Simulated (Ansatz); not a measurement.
# AlFH3NO: the cost of one run

Method: RKS PBE-D4/6-31G*, in Ansatz 0.2.0.

## 1. The structure to begin with

Bond lengths: Al1–N2 1.920 Å, N2–H3 1.060 Å, N2–H4 1.060 Å, Al1–F5 1.690 Å, Al1–O6 1.780 Å, O6–H7 1.010 Å. Angles: Al1–N2–H3 120.0°, Al1–N2–H4 120.0°, H3–N2–H4 120.0°, N2–Al1–F5 120.0°, N2–Al1–O6 120.0°, F5–Al1–O6 120.0°, Al1–O6–H7 109.5°.

As a file:

```xyz
7

Al    0.0000    0.0000    0.0000
N     0.0000    0.0000    1.9200
H    -0.8770   -0.2713    2.4500
H     0.8770    0.2713    2.4500
F     1.4635    0.0000   -0.8450
O    -1.5415    0.0000   -0.8900
H    -2.0512   -0.8467   -0.6815
```

## 2. Preparing the start

input.yaml reads:

```yaml
crystal:
  periodic: [false, false, false]
  atoms:
    - { symbol: Al, position_ang: [0.0, 0.0, 0.0] }
    - { symbol: "N", position_ang: [0.0, 0.0, 1.92] }
    - { symbol: H, position_ang: [-0.877, -0.2713, 2.45] }
    - { symbol: H, position_ang: [0.877, 0.2713, 2.45] }
    - { symbol: F, position_ang: [1.4635, 0.0, -0.845] }
    - { symbol: O, position_ang: [-1.5415, 0.0, -0.89] }
    - { symbol: H, position_ang: [-2.0512, -0.8467, -0.6815] }
basis:
  gaussian: { orbitals: "6-31G*" }
hamiltonian:
  xc: pbe
  dispersion: d4
relax:
  f_tol: 0.02
  max_steps: 40
```

Run with:

```bash
ansatz run input.yaml --threads 1 --pin off --max-ram 2048MiB --backend cpu --events-out ev --progress --plain --runs-dir out
```

What time and memory should one allow on 1 thread of Arm Neoverse V2, shared host?

About 23 s, with a peak of 0.15 GiB.
